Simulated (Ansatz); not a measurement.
# ClFGaH (SMILES [F][GaH][Cl]): one structure at several levels

Aim: energy, forces and dipole at a structure displaced at random from a GFN2-xTB minimum, from CCSD(T) and from density functionals.

Program: Ansatz 0.2.0, Gaussian basis. Level of theory: single points in def2-TZVPP. These are calculated values, not measurements.

Cores are frozen in the correlated methods. Filled d shells of the heavier atoms are correlated.

**1. Starting geometry**

SMILES `[F][GaH][Cl]`, 4 atoms, charge 0, spin multiplicity 1.

Atoms are counted from 1 here; the program's logs count them from 0.

Bond lengths: F1–Ga2 1.710 Å, Ga2–Cl3 2.147 Å, Ga2–H4 1.515 Å. Angles: F1–Ga2–Cl3 117.1°, F1–Ga2–H4 109.6°, Cl3–Ga2–H4 131.8°.

Coordinates:

```csv
atom,x (Å),y (Å),z (Å)
F1,-1.6366,0.0362,0.2259
Ga2,0.0334,0.0128,-0.1416
Cl3,1.1239,-1.7607,0.3820
H4,0.4934,1.4094,-0.5048
```

**2. CCSD(T)/def2-TZVPP**

The input, run/in.yaml:

```yaml
crystal:
  periodic: [false, false, false]
  atoms:
    - {symbol: F, position_ang: [-1.636600, 0.036200, 0.225900]}
    - {symbol: Ga, position_ang: [0.033400, 0.012800, -0.141600]}
    - {symbol: Cl, position_ang: [1.123900, -1.760700, 0.382000]}
    - {symbol: H, position_ang: [0.493400, 1.409400, -0.504800]}
basis:
  gaussian: {orbitals: def2-TZVPP}
correlation: {method: ccsd_t}
output: {forces: true}
```

The command line of these runs was not kept.

**3. PBE0-D4/def2-TZVPP**

Edit run/in.yaml of step 2 so:

```diff
@@ -9,3 +9,3 @@
   gaussian: {orbitals: def2-TZVPP}
-correlation: {method: ccsd_t}
-output: {forces: true}
+hamiltonian: {xc: pbe0, dispersion: d4}
+output: {forces: true, orbitals: {seedname: orbitals}}
```

**4. wB97M-V/def2-TZVPP**

Edit run/in.yaml of step 3 so:

```diff
@@ -9,3 +9,3 @@
   gaussian: {orbitals: def2-TZVPP}
-hamiltonian: {xc: pbe0, dispersion: d4}
-output: {forces: true, orbitals: {seedname: orbitals}}
+hamiltonian: {xc: {name: wB97M-V}}
+output: {forces: true}
```

**5. r2SCAN-D4/def2-TZVPP**

Edit run/in.yaml of step 4 so:

```diff
@@ -9,3 +9,3 @@
   gaussian: {orbitals: def2-TZVPP}
-hamiltonian: {xc: {name: wB97M-V}}
+hamiltonian: {xc: r2scan, dispersion: d4}
 output: {forces: true}
```

**6. PBE-D4/def2-TZVPP**

Edit run/in.yaml of step 5 so:

```diff
@@ -9,3 +9,3 @@
   gaussian: {orbitals: def2-TZVPP}
-hamiltonian: {xc: r2scan, dispersion: d4}
+hamiltonian: {xc: pbe, dispersion: d4}
 output: {forces: true}
```

**7. wB97X-V/def2-TZVPP**

Edit run/in.yaml of step 6 so:

```diff
@@ -9,3 +9,3 @@
   gaussian: {orbitals: def2-TZVPP}
-hamiltonian: {xc: pbe, dispersion: d4}
+hamiltonian: {xc: {name: wB97X-V}}
 output: {forces: true}
```

**8. r2SCANh-D4/def2-TZVPP**

Edit run/in.yaml of step 7 so:

```diff
@@ -9,3 +9,3 @@
   gaussian: {orbitals: def2-TZVPP}
-hamiltonian: {xc: {name: wB97X-V}}
+hamiltonian: {xc: {name: r2SCANh}, dispersion: d4}
 output: {forces: true}
```

(Steps that only read results are left out.)

**Question.** What will these runs give? Wanted: energy less free atoms, CCSD(T)/def2-TZVPP; RMS force component; RMS force error; HOMO and LUMO, PBE0-D4; T1 diagnostic.

As calculated:

| quantity | value |
| --- | --- |
| energy less free atoms, CCSD(T)/def2-TZVPP | -1109.3 kJ/mol |
| RMS force component | 0.493 to 0.686 eV/Å over the methods |
| RMS force error | PBE0-D4 0.042, wB97M-V 0.066, r2SCAN-D4 0.035, PBE-D4 0.232, wB97X-V 0.064, r2SCANh-D4 0.066 eV/Å |
| HOMO and LUMO, PBE0-D4 | -9.38 and -1.80 eV |
| T1 diagnostic | 0.013 |

Against CCSD(T) the functionals' energies less atoms differ by -26.7 to +4.0 kJ/mol, PBE-D4 by -18.9 kJ/mol. CCSD(T) in triple zeta still lacks some correlation energy of the bonds, so part of these gaps is its own basis error and they don't rank the functionals. The forces of r2SCAN-D4 come nearest to CCSD(T), those of PBE-D4 are farthest. Frozen-core CCSD(T) forces in triple zeta carry basis errors of their own, and this is one geometry, so small gaps rank nothing.
